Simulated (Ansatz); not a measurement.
# Ta3Sb: the cost of one run

Program: Ansatz 0.2.0. Level of theory: DFT LDA, scalar-relativistic, plane waves, PAW. These are calculated values, not measurements.

## (1) The system as given

The structure is cubic, space group Pm-3n (No. 223). Conventional cell: a = 5.201 Å, b = 5.201 Å, c = 5.201 Å, α = 90.00°, β = 90.00°, γ = 90.00°. Around Ta (site symmetry -4m2) lie 2 Ta at 2.60 Å and 4 Sb at 2.91 Å. Sb (site symmetry m-3) has 12 Ta at 2.91 Å as nearest neighbours.

Coordinates:

```cif
data_structure
_symmetry_space_group_name_H-M 'P 1'
_symmetry_Int_Tables_number 1
_cell_length_a 5.2006
_cell_length_b 5.2006
_cell_length_c 5.2006
_cell_angle_alpha 90.000
_cell_angle_beta 90.000
_cell_angle_gamma 90.000
_cell_volume 140.66
loop_
_atom_site_label
_atom_site_type_symbol
_atom_site_fract_x
_atom_site_fract_y
_atom_site_fract_z
_atom_site_occupancy
Ta1 Ta 0.25000 0.00000 0.50000 1
Ta2 Ta 0.50000 0.75000 0.00000 1
Ta3 Ta 0.75000 0.00000 0.50000 1
Ta4 Ta 0.50000 0.25000 0.00000 1
Ta5 Ta 0.00000 0.50000 0.75000 1
Ta6 Ta 0.00000 0.50000 0.25000 1
Sb1 Sb 0.00000 0.00000 0.00000 1
Sb2 Sb 0.50000 0.50000 0.50000 1
```

It is the result of an earlier relaxation at this level (volume 17.58 Å³/atom; gap on the mesh: none (metal)).

## (2) Electronic structure at the relaxed geometry

File input.yaml:

```yaml
crystal:
  lattice:
    - [5.2005941987, 0.0, 0.0]
    - [0.0, 5.2005941987, 0.0]
    - [0.0, 0.0, 5.2005941987]
  atoms:
    - { symbol: Ta, position: [0.25, 0.0, 0.5] }
    - { symbol: Ta, position: [0.5, 0.75, 0.0] }
    - { symbol: Ta, position: [0.75, 0.0, 0.5] }
    - { symbol: Ta, position: [0.5, 0.25, 0.0] }
    - { symbol: Ta, position: [0.0, 0.5, 0.75] }
    - { symbol: Ta, position: [0.0, 0.5, 0.25] }
    - { symbol: Sb, position: [0.0, 0.0, 0.0] }
    - { symbol: Sb, position: [0.5, 0.5, 0.5] }
basis:
  ecutwfc: 420
kpoints:
  mp_grid: { grid: [8, 8, 8] }
  band_path:
    path:
      - [[0.0, 0.0, 0.0], [0.0, 0.5, 0.0], [0.5, 0.5, 0.0], [0.0, 0.0, 0.0], [0.5, 0.5, 0.5], [0.0, 0.5, 0.0]]
      - [[0.5, 0.5, 0.5], [0.5, 0.5, 0.0]]
    npoints: 14
hamiltonian:
  xc: lda
scf:
  occupations: { method: gaussian, width: 0.1 }
  n_extra_bands: 20
output:
  forces: true
  stress: true
  eigenvalues: true
  populations: true
  dos: { projected: true, de: 0.02, nscf_kmesh: { grid: [12, 12, 12] } }
  bader: true
  write_density: true
  write_potential: true
  elf: true
  volumetric_format: npy
```

The run is started by

```bash
$ ansatz run input.yaml --threads 2 --pin off --max-ram 5120MiB --backend cpu --events-out ev --progress --plain --runs-dir out
```

**Question.** How long does this run take on 2 threads of Intel Xeon at 2.50GHz (Skylake/Cascade Lake), shared host, and how much memory does it need?

About 3.8 min, with a peak of 0.81 GiB.
